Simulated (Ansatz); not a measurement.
# CH3ClSiTe: how energies converge with the basis set

One table from this session's results is given with a row withheld; the runs are named, their logs left out.

Method: one geometry, several basis sets; program: Ansatz 0.2.0, Gaussian basis.

Levels to be run: PBE0-D4/def2-SVP; ωB97M-V/def2-SVP; PBE0-D4/def2-QZVPP; ωB97M-V/def2-QZVPP; the functionals' def2-TZVPP values are taken from earlier runs.

**Structure used throughout**

All runs share one geometry, relaxed beforehand with PBE0-D4 in a triple-zeta def2 set. Te takes the def2 core potential; no spin-orbit term is included.

SMILES `Cl[SiH]1C[Te]1`, 7 atoms, charge 0, spin multiplicity 1.

Atoms are counted from 1 here; the program's logs count them from 0.

Bond lengths: Cl1–Si2 2.041 Å, Si2–C3 1.830 Å, Si2–Te4 2.415 Å, Si2–H5 1.475 Å, C3–Te4 2.241 Å, C3–H6 1.085 Å, C3–H7 1.085 Å. Angles: Cl1–Si2–C3 117.7°, Cl1–Si2–Te4 121.3°, Cl1–Si2–H5 108.9°, C3–Si2–Te4 62.0°, C3–Si2–H5 120.0°, Te4–Si2–H5 120.5°, Si2–C3–Te4 71.9°, Si2–C3–H6 119.3°, Si2–C3–H7 120.6°, Te4–C3–H6 110.8°, Te4–C3–H7 111.6°, H6–C3–H7 114.1°, Si2–Te4–C3 46.1°.

The first run:

The input, in.yaml:

```yaml
crystal:
  periodic: [false, false, false]
  atoms:
    - {symbol: Cl, position_ang: [0.614400, -1.842366, -1.646451]}
    - {symbol: Si, position_ang: [-0.134232, -0.863694, -0.019888]}
    - {symbol: C, position_ang: [-0.042993, 0.963826, -0.010000]}
    - {symbol: Te, position_ang: [1.323310, 0.191465, 1.590230]}
    - {symbol: H, position_ang: [-1.367047, -1.542533, 0.420144]}
    - {symbol: H, position_ang: [0.520154, 1.470968, -0.786344]}
    - {symbol: H, position_ang: [-0.852393, 1.554334, 0.406609]}
basis:
  gaussian: {orbitals: def2-SVP}
hamiltonian: {xc: pbe0, dispersion: d4}
output: {orbitals: {seedname: orbitals}}
```

Command:

```bash
ansatz run in.yaml --threads 2 --pin off --events-out ev --progress --plain --max-ram 4352MiB
```

Steps of the session up to this table: PBE0-D4 in def2-SVP; ωB97M-V in def2-SVP; PBE0-D4 in def2-QZVPP; ωB97M-V in def2-QZVPP.

One of the session's tables, all rows but one given; the rest of the session is left out.

It belongs to the step «Density functionals: the series». 

| functional | basis | HOMO (eV) |
| --- | --- | --- |
| PBE0-D4 | def2-SVP | -6.33 |
| PBE0-D4 | def2-TZVPP | -6.41 |
| PBE0-D4 | def2-QZVPP | ? |
| ωB97M-V | def2-SVP | -8.36 |
| ωB97M-V | def2-TZVPP | -8.46 |
| ωB97M-V | def2-QZVPP | -8.49 |

**Question.** Estimate the row for PBE0-D4, def2-QZVPP.

The run gave: HOMO (eV): -6.43. In the column «HOMO (eV)» it lies between ωB97M-V, def2-SVP (-8.36) and PBE0-D4, def2-TZVPP (-6.41).
